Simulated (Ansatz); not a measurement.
# C₄H₁₆BNSi₂: how energies converge with the basis set

The task here is to estimate one member of a computed series from the others.

Method: one geometry, several basis sets; program: Ansatz 0.2.0, Gaussian basis.

Plan: PBE0-D4/def2-SVP; ωB97M-V/def2-SVP; PBE0-D4/def2-QZVPP; ωB97M-V/def2-QZVPP; the functionals' def2-TZVPP values are taken from earlier runs.

**The geometry**

The geometry comes from an earlier relaxation with PBE0-D4 in a triple-zeta def2 set; it is a stationary point, not always the lowest conformer.

SMILES `BN([SiH2]C)[Si](C)(C)C`, 24 atoms, charge 0, spin multiplicity 1.

Atoms are counted from 1 here; the program's logs count them from 0.

Bond lengths: B1–N2 1.405 Å, B1–H9 1.198 Å, B1–H10 1.205 Å, N2–Si3 1.757 Å, N2–Si5 1.769 Å, Si3–C4 1.862 Å, Si3–H11 1.490 Å, Si3–H12 1.485 Å, C4–H13 1.093 Å, C4–H14 1.093 Å, C4–H15 1.093 Å, Si5–C6 1.864 Å, Si5–C7 1.868 Å, Si5–C8 1.872 Å, C6–H16 1.092 Å, C6–H17 1.094 Å, C6–H18 1.092 Å, C7–H19 1.093 Å and more. Angles: N2–B1–H9 121.5°, N2–B1–H10 119.3°, H9–B1–H10 119.3°, B1–N2–Si3 115.6°, B1–N2–Si5 123.8°, Si3–N2–Si5 120.6°, N2–Si3–C4 111.4°, N2–Si3–H11 107.7°, N2–Si3–H12 109.3°, C4–Si3–H11 109.5°, C4–Si3–H12 110.6°, H11–Si3–H12 108.2°, Si3–C4–H13 110.4°, Si3–C4–H14 110.8°, Si3–C4–H15 110.8°, H13–C4–H14 108.2°, H13–C4–H15 108.2°, H14–C4–H15 108.2° and more.

The first run:

in.yaml

```yaml
crystal:
  periodic: [false, false, false]
  atoms:
    - {symbol: B, position_ang: [0.161699, -1.010536, -1.973579]}
    - {symbol: N, position_ang: [-0.177566, -0.612976, -0.669872]}
    - {symbol: Si, position_ang: [-0.593627, -1.913068, 0.436673]}
    - {symbol: C, position_ang: [0.925943, -2.809026, 1.033753]}
    - {symbol: Si, position_ang: [-0.157319, 1.066768, -0.116427]}
    - {symbol: C, position_ang: [0.606456, 2.170355, -1.410132]}
    - {symbol: C, position_ang: [-1.912808, 1.605533, 0.228387]}
    - {symbol: C, position_ang: [0.857995, 1.143364, 1.453920]}
    - {symbol: H, position_ang: [0.489755, -0.212490, -2.805302]}
    - {symbol: H, position_ang: [0.126047, -2.179771, -2.260959]}
    - {symbol: H, position_ang: [-1.305820, -1.310008, 1.598854]}
    - {symbol: H, position_ang: [-1.522963, -2.854441, -0.238038]}
    - {symbol: H, position_ang: [1.464611, -3.250011, 0.191586]}
    - {symbol: H, position_ang: [0.656554, -3.611872, 1.724989]}
    - {symbol: H, position_ang: [1.601958, -2.124357, 1.551427]}
    - {symbol: H, position_ang: [0.023900, 2.182894, -2.333304]}
    - {symbol: H, position_ang: [0.650063, 3.193518, -1.024993]}
    - {symbol: H, position_ang: [1.623595, 1.859865, -1.659060]}
    - {symbol: H, position_ang: [-2.517908, 1.556888, -0.680671]}
    - {symbol: H, position_ang: [-2.385408, 0.971308, 0.982190]}
    - {symbol: H, position_ang: [-1.937601, 2.635758, 0.594444]}
    - {symbol: H, position_ang: [1.886544, 0.821000, 1.271179]}
    - {symbol: H, position_ang: [0.892062, 2.167572, 1.835791]}
    - {symbol: H, position_ang: [0.438738, 0.513235, 2.242546]}
basis:
  gaussian: {orbitals: def2-SVP}
hamiltonian: {xc: pbe0, dispersion: d4}
output: {orbitals: {seedname: orbitals}}
```

On the command line:

```console
ansatz run in.yaml --threads 5 --pin off --events-out ev --progress --plain --max-ram 66560MiB --backend cpu
```

Among the steps run: PBE0-D4 in def2-SVP; ωB97M-V in def2-SVP; PBE0-D4 in def2-QZVPP; ωB97M-V in def2-QZVPP.

One table of the session follows, with a row left open; its other results are not shown here.

It belongs to the step «Functionals by basis». 

```
functional       basis  HOMO (eV)  LUMO (eV)
   PBE0-D4    def2-SVP      -7.80      -0.07
   PBE0-D4  def2-TZVPP          ?          ?
   PBE0-D4  def2-QZVPP      -7.86      -0.34
   ωB97M-V    def2-SVP     -10.03       1.92
   ωB97M-V  def2-TZVPP     -10.11       1.49
   ωB97M-V  def2-QZVPP     -10.11       1.27
```

Q: Estimate the row for PBE0-D4, def2-TZVPP from the others.

As computed: HOMO (eV): -7.86; LUMO (eV): -0.29.
